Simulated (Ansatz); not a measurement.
Runs of Ansatz 0.2.0 on Te4Pt3. It takes space group R-3m (No. 166, trigonal). Conventional cell: a = 3.988 Å, b = 3.988 Å, c = 35.390 Å, α = 90.00°, β = 90.00°, γ = 120.00°. Pt (site symmetry 3m) has 3 Te at 2.64 Å and 3 Pt at 2.73 Å as nearest neighbours. Pt (site symmetry -3m) is surrounded by 6 Te at 2.67 Å. Around Te (site symmetry 3m) lie 3 Pt at 2.67 Å. Around Te (site symmetry 3m) lie 3 Pt at 2.64 Å. 

```tsv
U	gap on the mesh (eV)	pressure (GPa)	largest force (eV/Å)
Pt d U = 3 eV	none	-1.2	(a)
Pt d U = 5 eV	none	-1.0	0.52
Pt d U = 1 eV	none	-1.2	0.62
Pt d U = 6 eV	none	-0.9	0.48
Pt d U = 2 eV	none	-1.2	(b)
```

Alike in all rows: task band structure; level PBEsol+U; potentials or basis Ansatz PAW; no spin polarisation; cell as given; k mesh 8 × 8 × 8; cutoff (eV) 420; smearing fermi-dirac 0.05 eV.

Task: Estimate the missing entries.

Result: (a) 0.58; (b) 0.60.

Caveats: spin-orbit coupling is left out, which moves the levels of the heavy elements; U without spin polarisation on a metal has little footing; the PAW data sets come from PBE, with cores solved anew for the run's functional, which leaves a small shift of forces and pressure; the U is typed as a test and isn't derived for this compound.

A k mesh can miss the band edges, and the runs leave out spin-orbit coupling on Pt, Te.

A gap of «none» marks a metal or a gap under the smearing width.
